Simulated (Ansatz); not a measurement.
CoNiSb:

```
CELL_PARAMETERS angstrom
4.24327 0.00000 0.00000
-2.12164 3.67478 0.00000
0.00000 0.00000 5.38024
ATOMIC_POSITIONS crystal
Sb 0.33333 0.66667 0.25000
Sb 0.66667 0.33333 0.75000
Ni 0.33333 0.66667 0.75000
Ni 0.66667 0.33333 0.25000
Co 0.00000 0.00000 0.00000
Co 0.00000 0.00000 0.50000
```

The cell comes from a database or a generator and needn't be the stable form of this composition.

Base run:

```yaml
Program: Ansatz 0.2.0
Functional: PBE
Potentials_or_basis: Ansatz PAW
Cutoff: 420 eV
Density_cutoff: 1680 eV
k_mesh: 7 × 7 × 5
Occupations: fermi-dirac, width 0.05 eV
Spin: collinear spin, ferromagnetic start
Starting_moments: "[0.0, 0.0, 1.0, 1.0, 2.0, 2.0] μB"
```

Its results: band gap on the k mesh none (metal or under the smearing width); pressure 0.8 GPa; net moment 1.85 μB per cell; site moments Sb +0.00; Ni +0.07; Co +0.92 μB.

Problem. The run is repeated on the same cell with these changes: functional from PBE to RPBE; occupations from fermi-dirac, width 0.05 eV to gaussian, width 0.1 eV. What comes out?

Solution. Band gap on the k mesh none (metal or under the smearing width); pressure 4.8 GPa; net moment 1.93 μB per cell; site moments Sb +0.00; Ni +0.08; Co +0.96 μB.

Caveats: the potentials were made for another functional, which shifts forces and pressure (some runs); the PAW data sets come from PBE, with cores solved anew for the run's functional, which leaves a small shift of forces and pressure (some runs).

Not every run made on this cell is shown here.
